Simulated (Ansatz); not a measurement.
# ZnNi: a tetragonal deformation path

This session takes ZnNi and sets out to look for other minima along a tetragonal path.

Method: DFT r2SCAN, scalar-relativistic, plane waves, PAW, in Ansatz 0.2.0.

## 1. Starting point

Symmetry: P4/mmm, No. 123, tetragonal system. Conventional cell: a = 2.754 Å, b = 2.754 Å, c = 3.214 Å, α = 90.00°, β = 90.00°, γ = 90.00°. Zn (site symmetry 4/mmm) is surrounded by 8 Ni at 2.52 Å and 4 Zn at 2.75 Å. Ni (site symmetry 4/mmm) is surrounded by 8 Zn at 2.52 Å and 4 Ni at 2.75 Å.

Structure file:

```cif
data_structure
_symmetry_space_group_name_H-M 'P4/mmm'
_symmetry_Int_Tables_number 123
_cell_length_a 2.7542
_cell_length_b 2.7542
_cell_length_c 3.2140
_cell_angle_alpha 90.000
_cell_angle_beta 90.000
_cell_angle_gamma 90.000
_cell_volume 24.38
loop_
_atom_site_label
_atom_site_type_symbol
_atom_site_symmetry_multiplicity
_atom_site_Wyckoff_symbol
_atom_site_fract_x
_atom_site_fract_y
_atom_site_fract_z
_atom_site_occupancy
Zn1 Zn 1 d 0.50000 0.50000 0.50000 1
Ni1 Ni 1 a 0.00000 0.00000 0.00000 1
```

The cell is taken as given, not relaxed at this level.

## 2. Zero of the scan

input.yaml

```yaml
crystal:
  lattice:
    - [2.7541809127, 0.0, 0.0]
    - [0.0, 2.7541809127, 0.0]
    - [0.0, 0.0, 3.214]
  atoms:
    - { symbol: Zn, position: [0.5, 0.5, 0.5] }
    - { symbol: Ni, position: [0.0, 0.0, 0.0] }
basis:
  ecutwfc: 500
kpoints:
  mp_grid: { grid: [20, 20, 16] }
hamiltonian:
  xc: r2scan
scf:
  occupations: { method: gaussian, width: 0.15 }
output:
  forces: true
  stress: true
  eigenvalues: true
```

Command:

```
$ ansatz run input.yaml --threads 1 --pin off --max-ram 2560MiB --backend cpu --events-out ev --progress --plain --runs-dir out
```

## 3. The scan: a tetragonal deformation path

At fixed volume and fractional coordinates, lengths along (0.000, 0.000, 1.000) are scaled against those across it; ρ is that ratio over its starting value.

## 4. Point ρ = 0.850

Changes to input.yaml since step 2:

```diff
@@ -2,5 +2,5 @@
   lattice:
-    - [2.7541809127, 0.0, 0.0]
-    - [0.0, 2.7541809127, 0.0]
-    - [0.0, 0.0, 3.214]
+    - [2.9074984303, 0.0, 0.0]
+    - [0.0, 2.9074984303, 0.0]
+    - [0.0, 0.0, 2.8839772018]
   atoms:
```

## 5. At ρ = 1.200

Changes to input.yaml since step 4:

```diff
@@ -2,5 +2,5 @@
   lattice:
-    - [2.9074984303, 0.0, 0.0]
-    - [0.0, 2.9074984303, 0.0]
-    - [0.0, 0.0, 2.8839772018]
+    - [2.5917834689, 0.0, 0.0]
+    - [0.0, 2.5917834689, 0.0]
+    - [0.0, 0.0, 3.6293877562]
   atoms:
```

## 6. Point ρ = 0.920

Changes to input.yaml since step 5:

```diff
@@ -2,5 +2,5 @@
   lattice:
-    - [2.5917834689, 0.0, 0.0]
-    - [0.0, 2.5917834689, 0.0]
-    - [0.0, 0.0, 3.6293877562]
+    - [2.8318039838, 0.0, 0.0]
+    - [0.0, 2.8318039838, 0.0]
+    - [0.0, 0.0, 3.040215886]
   atoms:
```

## 7. ρ = 1.100

Changes to input.yaml since step 6:

```diff
@@ -2,5 +2,5 @@
   lattice:
-    - [2.8318039838, 0.0, 0.0]
-    - [0.0, 2.8318039838, 0.0]
-    - [0.0, 0.0, 3.040215886]
+    - [2.6680557646, 0.0, 0.0]
+    - [0.0, 2.6680557646, 0.0]
+    - [0.0, 0.0, 3.424845589]
   atoms:
```

## 8. At ρ = 0.960

Changes to input.yaml since step 7:

```diff
@@ -2,5 +2,5 @@
   lattice:
-    - [2.6680557646, 0.0, 0.0]
-    - [0.0, 2.6680557646, 0.0]
-    - [0.0, 0.0, 3.424845589]
+    - [2.7919141072, 0.0, 0.0]
+    - [0.0, 2.7919141072, 0.0]
+    - [0.0, 0.0, 3.1277115542]
   atoms:
```

## 9. ρ = 1.050

Changes to input.yaml since step 8:

```diff
@@ -2,5 +2,5 @@
   lattice:
-    - [2.7919141072, 0.0, 0.0]
-    - [0.0, 2.7919141072, 0.0]
-    - [0.0, 0.0, 3.1277115542]
+    - [2.7097508705, 0.0, 0.0]
+    - [0.0, 2.7097508705, 0.0]
+    - [0.0, 0.0, 3.320259835]
   atoms:
```

## 10. Point ρ = 0.800

Changes to input.yaml since step 9:

```diff
@@ -2,5 +2,5 @@
   lattice:
-    - [2.7097508705, 0.0, 0.0]
-    - [0.0, 2.7097508705, 0.0]
-    - [0.0, 0.0, 3.320259835]
+    - [2.9668514505, 0.0, 0.0]
+    - [0.0, 2.9668514505, 0.0]
+    - [0.0, 0.0, 2.7697412375]
   atoms:
```

## 11. Point ρ = 1.300

Changes to input.yaml since step 10:

```diff
@@ -2,5 +2,5 @@
   lattice:
-    - [2.9668514505, 0.0, 0.0]
-    - [0.0, 2.9668514505, 0.0]
-    - [0.0, 0.0, 2.7697412375]
+    - [2.5235467039, 0.0, 0.0]
+    - [0.0, 2.5235467039, 0.0]
+    - [0.0, 0.0, 3.8283188986]
   atoms:
```

(Steps that only read results are left out.)

**Question.** What will these runs give? Wanted: highest point.

**Answer**, as computed:

| quantity | value |
| --- | --- |
| highest point | 77.7 meV/atom at ρ = 1.300 |

**Reading.** The undisturbed cell stays the lowest of the sampled points. No further minimum shows among the sampled points. Spin polarisation is off in the runs that give these values; a magnetic solution could lie lower.
